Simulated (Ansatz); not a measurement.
# CH5MoNO3: how energies converge with the basis set

How large a basis does CH5MoNO3 need? Two functionals are run in growing sets.

Method: one geometry, several basis sets; program: Ansatz 0.2.0, Gaussian basis.

The runs, in order: PBE0-D4/def2-SVP; ωB97M-V/def2-SVP; PBE0-D4/def2-QZVPP; ωB97M-V/def2-QZVPP; the functionals' def2-TZVPP values are taken from earlier runs.

**1. Structure used throughout**

All runs share one geometry, relaxed beforehand with PBE0-D4 in a triple-zeta def2 set. Mo takes the def2 core potential; no spin-orbit term is included.

SMILES `C[O][Mo]([NH2])(=[O])=[O]`, 11 atoms, charge 0, spin multiplicity 1.

Atoms are counted from 1 here; the program's logs count them from 0.

Bond lengths: C1–O2 1.407 Å, C1–H7 1.094 Å, C1–H8 1.093 Å, C1–H9 1.095 Å, O2–Mo3 1.860 Å, Mo3–N4 1.928 Å, Mo3–O5 1.683 Å, Mo3–O6 1.682 Å, N4–H10 1.009 Å, N4–H11 1.009 Å. Angles: O2–C1–H7 110.1°, O2–C1–H8 108.6°, O2–C1–H9 111.2°, H7–C1–H8 108.8°, H7–C1–H9 109.0°, H8–C1–H9 109.0°, C1–O2–Mo3 131.9°, O2–Mo3–N4 110.4°, O2–Mo3–O5 108.6°, O2–Mo3–O6 108.8°, N4–Mo3–O5 107.9°, N4–Mo3–O6 108.9°, O5–Mo3–O6 112.2°, Mo3–N4–H10 123.5°, Mo3–N4–H11 123.5°, H10–N4–H11 111.7°.

Geometry (Å):

```xyz
11
charge 0, multiplicity 1
C    -0.4445    0.2063   -1.9479
O     0.4769    0.4702   -0.9182
Mo    0.2814    0.5726    0.9287
N     0.5067   -1.1678    1.7262
O    -1.2777    1.1032    1.2744
O     1.4566    1.6083    1.5407
H    -0.5140   -0.8718   -2.1232
H    -0.0927    0.6894   -2.8624
H    -1.4383    0.5924   -1.6994
H    -0.2633   -1.7714    1.9726
H     1.3746   -1.4883    2.1289
```

**2. PBE0-D4 in def2-SVP**

Contents of in.yaml:

```yaml
crystal:
  periodic: [false, false, false]
  atoms:
    - {symbol: C, position_ang: [-0.444546, 0.206262, -1.947873]}
    - {symbol: O, position_ang: [0.476944, 0.470221, -0.918201]}
    - {symbol: Mo, position_ang: [0.281389, 0.572639, 0.928708]}
    - {symbol: N, position_ang: [0.506659, -1.167849, 1.726194]}
    - {symbol: O, position_ang: [-1.277673, 1.103167, 1.274430]}
    - {symbol: O, position_ang: [1.456567, 1.608325, 1.540736]}
    - {symbol: H, position_ang: [-0.514040, -0.871783, -2.123226]}
    - {symbol: H, position_ang: [-0.092722, 0.689407, -2.862420]}
    - {symbol: H, position_ang: [-1.438324, 0.592373, -1.699376]}
    - {symbol: H, position_ang: [-0.263317, -1.771351, 1.972630]}
    - {symbol: H, position_ang: [1.374563, -1.488308, 2.128898]}
basis:
  gaussian: {orbitals: def2-SVP}
hamiltonian: {xc: pbe0, dispersion: d4}
output: {orbitals: {seedname: orbitals}}
```

On the command line:

```console
ansatz run in.yaml --threads 4 --pin off --events-out ev --progress --plain --max-ram 11315MiB
```

After this run come: ωB97M-V in def2-SVP; PBE0-D4 in def2-QZVPP; ωB97M-V in def2-QZVPP.

Q: Predict the results of all the runs planned. Wanted: PBE0-D4: double and triple zeta above quadruple; ωB97M-V: double and triple zeta above quadruple.

**Answer**, as computed:

| quantity | value |
| --- | --- |
| PBE0-D4: double and triple zeta above quadruple | 11.81, 0.60 eV |
| ωB97M-V: double and triple zeta above quadruple | 12.12, 0.58 eV |

What this shows: PBE0-D4 gains 11.21 eV from double to triple zeta, then 0.60 eV more. These are total energies; as a rule much of such shifts cancels in differences, which this series doesn't test.
